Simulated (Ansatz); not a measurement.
# CH₂FNSi: ionisation energy by level of theory

The task here is to estimate one member of a computed series from the others.

Computed with Ansatz 0.2.0, Gaussian basis. Level: unrestricted cation, the program's frozen cores in correlated methods.

The runs, in order: UKS PBE-D4/def2-TZVPP; UKS r2SCAN-D4/def2-TZVPP; UKS PBE0-D4/def2-TZVPP; UKS B3LYP-D4/def2-TZVPP; UKS wB97X-V/def2-TZVPP; UKS wB97M-V/def2-TZVPP; UKS B2PLYP/def2-TZVPP; UHF-CCSD(T)/def2-TZVPP; UHF-MP2/def2-QZVPP; extrapolation to the limit; then −ε(HOMO) from the neutral's earlier runs with LDA (SPW92), PBE-D4, revPBE-D4, BLYP-D4, r2SCAN-D4, B97M-V, PBE0-D4, B3LYP-D4, r2SCANh-D4, r2SCAN0-D4, HSE06-D4, BHLYP-D4, CAM-B3LYP-D4, LC-ωPBE, ωB97X-V, ωB97M-V.

**The relaxed structure**

An earlier PBE0-D4 in a triple-zeta def2 set relaxation fixed the geometry.

6 atoms, charge 0, spin multiplicity 1.

Atoms are counted from 1 here; the program's logs count them from 0.

Bond lengths: F1–C2 1.314 Å, C2–N3 1.261 Å, C2–Si4 1.766 Å, N3–Si4 1.801 Å, Si4–H5 1.477 Å, Si4–H6 1.477 Å. Angles: F1–C2–N3 128.8°, F1–C2–Si4 160.4°, N3–C2–Si4 70.8°, C2–N3–Si4 67.8°, C2–Si4–N3 41.4°, C2–Si4–H5 122.2°, C2–Si4–H6 122.2°, N3–Si4–H5 118.8°, N3–Si4–H6 118.8°, H5–Si4–H6 113.7°.

Geometry (Å):

```xyz
6
CH2FNSi
F     1.42308   -1.60834    0.85154
C     0.51298   -0.81536    0.33365
N    -0.62406   -1.11087   -0.12451
Si   -0.28440    0.65460   -0.23393
H     0.00175    1.24341   -1.55754
H    -0.98725    1.57266    0.68460
```

Set-up of the first run:

in.yaml reads:

```yaml
crystal:
  periodic: [false, false, false]
  atoms:
    - {symbol: F, position_ang: [1.423081, -1.608338, 0.851535]}
    - {symbol: C, position_ang: [0.512982, -0.815358, 0.333647]}
    - {symbol: N, position_ang: [-0.624058, -1.110874, -0.124507]}
    - {symbol: Si, position_ang: [-0.284402, 0.654599, -0.233932]}
    - {symbol: H, position_ang: [0.001747, 1.243412, -1.557545]}
    - {symbol: H, position_ang: [-0.987252, 1.572658, 0.684601]}
basis:
  gaussian: {orbitals: def2-TZVPP}
total_charge: 1
magnetization: {spin_polarized: true, initial_magnetization: 1}
hamiltonian: {xc: pbe, dispersion: d4}
```

Among the steps run: Cation, UKS PBE-D4/def2-TZVPP; Cation, UKS r2SCAN-D4/def2-TZVPP; Cation, UKS PBE0-D4/def2-TZVPP; Cation, UKS B3LYP-D4/def2-TZVPP; Cation, UKS wB97X-V/def2-TZVPP; Cation, UKS wB97M-V/def2-TZVPP; Cation, UKS B2PLYP (frozen core)/def2-TZVPP; Cation, UHF-CCSD(T)/def2-TZVPP; Cation, UHF-MP2/def2-QZVPP.

One of the session's tables, all rows but one given; the rest of the session is left out.

For comparison, −ε(HOMO) of the neutral from earlier runs:

```
  functional  −ε(HOMO) (eV)
 LDA (SPW92)           6.46
      PBE-D4           6.28
   revPBE-D4           6.21
     BLYP-D4           6.16
   r2SCAN-D4           6.52
      B97M-V           6.59
     PBE0-D4           7.56
    B3LYP-D4           7.35
  r2SCANh-D4           7.00
  r2SCAN0-D4              ?
    HSE06-D4           7.16
    BHLYP-D4           8.77
CAM-B3LYP-D4           8.93
     LC-ωPBE          10.25
     ωB97X-V           9.89
     ωB97M-V           9.80
```

**Question.** Estimate the row for r2SCAN0-D4.

Worked estimate for «−ε(HOMO) (eV)». Against the share of exact exchange, r2SCAN-D4 (0, 6.52), r2SCANh-D4 (0.1, 7.00) give a slope of 4.80 per unit share; at 0.25 the line stands at 7.72.

The run gave: −ε(HOMO) (eV): 7.73. In «−ε(HOMO) (eV)» the line misses by -0.01.
